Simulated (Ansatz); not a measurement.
# Ir: the cost of one run

Computed with Ansatz 0.2.0 (DFT PBEsol, scalar-relativistic, plane waves, PAW, unless a step's input says otherwise).

28 further runs of the same task are left out: 1 for a known fault of the program, 27 set aside as unsound or not needed. Runs told in other sessions of the task aren't counted.

## (1) The starting structure

The structure is hexagonal, space group P6_3/mmc (No. 194). The conventional cell has a = 2.719 Å, b = 2.719 Å, c = 4.408 Å, α = 90.00°, β = 90.00°, γ = 120.00°. Around Ir (site symmetry -6m2) lie 12 Ir at 2.71 to 2.72 Å.

Structure file:

```
Ir
1.0
     2.71883    0.00000    0.00000
    -1.35942    2.35458    0.00000
     0.00000    0.00000    4.40807
Ir
2
Direct
  0.66667 0.33333 0.75000
  0.33333 0.66667 0.25000
```

It goes back to an entry of the Materials Project, which need not be the stable form.

It is the result of an earlier relaxation at this level (volume 14.11 Å³/atom; gap on the mesh: none (metal)).

## (2) What is varied

The energy is mapped over volume and a fixed ferromagnetic moment.

The axes are (1) volume per atom: 7 values from 11.57 to 16.65 Å³; (2) total spin moment of the cell, held fixed: 9 values from 0.0 to 1.6 μB.

Nothing else is relaxed (shape and fractional coordinates fixed). Points are written as (first, second).

## (3) Point (11.57 Å³, 1.2 μB)

input.yaml

```yaml
crystal:
  lattice:
    - [2.544812118, 0.0, 0.0]
    - [-1.272406059, 2.203871942, 0.0]
    - [0.0, 0.0, 4.1259244814]
  atoms:
    - { symbol: Ir, position: [0.6666666667, 0.3333333333, 0.75], spin: 0.6 }
    - { symbol: Ir, position: [0.3333333333, 0.6666666667, 0.25], spin: 0.6 }
basis:
  ecutwfc: 420
kpoints:
  mp_grid: { grid: [21, 21, 12] }
hamiltonian:
  xc: pbesol
  pseudopotentials: { kind: paw, azcp: { folder: soft_1 } }
scf:
  occupations: { method: gaussian, width: 0.15 }
  lower_state_search: "off"
output:
  forces: true
  stress: true
  eigenvalues: true
  populations: true
magnetization:
  spin_polarized: true
  initial_magnetization: 1.2
  spin_locking: { lock_magnetization: hard }
```

The run is started by

```
$ ansatz run input.yaml --threads 2 --pin off --max-ram 4096MiB --backend cpu --events-out ev --progress --plain --runs-dir out
```

Q: Estimate wall time and peak memory on 2 threads of Arm Neoverse N1, shared host.

About 20 s, with a peak of 0.49 GiB.
